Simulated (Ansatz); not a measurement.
This script drives Ansatz 0.2.0 through its Python package.

The script, `kconv.py`:
```python
"""Convergence of Cd3Au with the k-point mesh."""

import logging
import sys

import ansatz
from tabulate import tabulate

logging.basicConfig(stream=sys.stdout, format="[%(levelname)s] %(message)s")
log = logging.getLogger("run")
log.setLevel(logging.INFO)


def main() -> None:
    structure = (
        ansatz.Lattice.from_parameters(3.06993, 5.654156, 9.960507, alpha=90, beta=90, gamma=90)
        .space_group(65, hermann_mauguin="Cmmm")
        .atom("Cd", (0.5, 0.0, 0.759215))
        .atom("Cd", (0.0, 0.0, 0.5))
        .atom("Au", (0.0, 0.0, 0.0))
        .primitive()
    )

    calculation = (
        structure.calculation()
        .functional("LDA")
        .occupations(ansatz.OccupationsMethod.COLD, width=0.05)
    )

    rows = []
    for value in [0.8, 0.6, 0.5, 0.4, 0.33]:
        rep = calculation.kpoints(spacing=value).run(threads=1, pin="off").report
        rows.append((value, rep["free_energy_ev"] / len(rep["lattice"]["sites"]), rep["n_iterations"], rep["n_kpoints"]))

    print(tabulate(rows, headers=["spacing (1/A)", "F/atom (eV)", "iterations", "k-points"], floatfmt=".4f", tablefmt="grid"))

    # differences from the last row
    for row in rows[:-1]:
        shift = 1000 * (row[1] - rows[-1][1])
        log.info(f"{row[0]}: {shift:+.2f} meV/atom" + ("  (within 1 meV)" if abs(shift) < 1 else ""))


if __name__ == "__main__":
    main()
```

It is started by `python kconv.py`. How long does it take on 1 thread of Arm Neoverse V1, with other jobs on the host, and how much memory does it need?

It took about 15 s, with a peak of 0.46 GiB, for 5 runs of the engine.

```console
$ python kconv.py
DeckWarning: basis.ecutwfc = 420 eV, auto-derived from the records' recommended cutoffs: set by Cd (normal level)
+-----------------+---------------+--------------+------------+
|   spacing (1/A) |   F/atom (eV) |   iterations |   k-points |
+=================+===============+==============+============+
|          0.8000 |    -9304.4381 |            7 |          4 |
+-----------------+---------------+--------------+------------+
|          0.6000 |    -9304.6283 |            8 |         14 |
+-----------------+---------------+--------------+------------+
|          0.5000 |    -9304.5625 |            7 |         18 |
+-----------------+---------------+--------------+------------+
|          0.4000 |    -9304.5612 |            8 |         26 |
+-----------------+---------------+--------------+------------+
|          0.3300 |    -9304.5827 |            7 |         42 |
+-----------------+---------------+--------------+------------+
[INFO] 0.8: +144.62 meV/atom
[INFO] 0.6: -45.50 meV/atom
[INFO] 0.5: +20.23 meV/atom
[INFO] 0.4: +21.53 meV/atom
```
(Warnings from the package without file and line.)

Caveats:
- Spin-orbit coupling, which matters for elements this heavy, is left out.
- This cell is a computed structure, which may not be the phase found in nature.
- Shifts are counted from the finest mesh, which is itself no proven limit.
